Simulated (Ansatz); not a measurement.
# MgZn4Te: the cost of one run

Method: DFT PBE, scalar-relativistic, plane waves, PAW, in Ansatz 0.2.0.

1 further run of the same task is left out (it didn't finish).

## Step 1: The system as given

Symmetry: P-3m1, No. 164, trigonal system. Conventional cell: a = 3.238 Å, b = 3.238 Å, c = 12.248 Å, α = 90.00°, β = 90.00°, γ = 120.00°. Mg (site symmetry -3m) has 6 Zn at 2.44 Å as nearest neighbours. Zn (site symmetry 3m) has 3 Mg at 2.44 Å as nearest neighbours. Zn (site symmetry 3m) has 3 Te at 2.40 Å as nearest neighbours. Te (site symmetry -3m) is surrounded by 6 Zn at 2.40 Å.

Coordinates:

```cif
data_structure
_symmetry_space_group_name_H-M 'P-3m1'
_symmetry_Int_Tables_number 164
_cell_length_a 3.2381
_cell_length_b 3.2381
_cell_length_c 12.2483
_cell_angle_alpha 90.000
_cell_angle_beta 90.000
_cell_angle_gamma 120.000
_cell_volume 111.22
loop_
_atom_site_label
_atom_site_type_symbol
_atom_site_symmetry_multiplicity
_atom_site_Wyckoff_symbol
_atom_site_fract_x
_atom_site_fract_y
_atom_site_fract_z
_atom_site_occupancy
Mg1 Mg 1 a 0.00000 0.00000 0.00000 1
Zn1 Zn 2 d 0.66667 0.33333 0.87191 1
Zn2 Zn 2 d 0.66667 0.33333 0.37710 1
Te1 Te 1 b 0.00000 0.00000 0.50000 1
```

A structure generator made this guess: species swapped into a database cell of TaTiTe4 (P-3m1, No. 164), with Te on the Ti sites, Mg on the Ta sites and Zn on the Te sites. The dimensions are guesses.

## Step 2: Probe: one point on a coarse mesh

File input.yaml:

```yaml
crystal:
  lattice:
    - [3.23809224, 0.0, 0.0]
    - [-1.61904612, 2.80427014, 0.0]
    - [0.0, 0.0, 12.24825716]
  atoms:
    - { symbol: Mg, position: [0.0, 0.0, 0.0] }
    - { symbol: Zn, position: [0.66666667, 0.33333333, 0.87191403] }
    - { symbol: Zn, position: [0.66666667, 0.33333333, 0.377101] }
    - { symbol: Zn, position: [0.33333333, 0.66666667, 0.622899] }
    - { symbol: Zn, position: [0.33333333, 0.66666667, 0.12808597] }
    - { symbol: Te, position: [0.0, 0.0, 0.5] }
basis:
  ecutwfc: 420
kpoints:
  mp_grid: { grid: [6, 6, 2] }
hamiltonian:
  xc: pbe
scf:
  occupations: { method: gaussian, width: 0.1 }
  lower_state_search: "off"
output:
  forces: true
  stress: true
  eigenvalues: true
```

Run with:

```sh
$ ansatz run input.yaml --threads 1 --pin off --max-ram 2560MiB --backend cpu --events-out ev --progress --plain --runs-dir out
```

**Question.** How long does this run take on 1 thread of Intel Xeon 6975P-C (Granite Rapids), shared host, and how much memory does it need?

About 2.9 s, with a peak of 0.45 GiB.
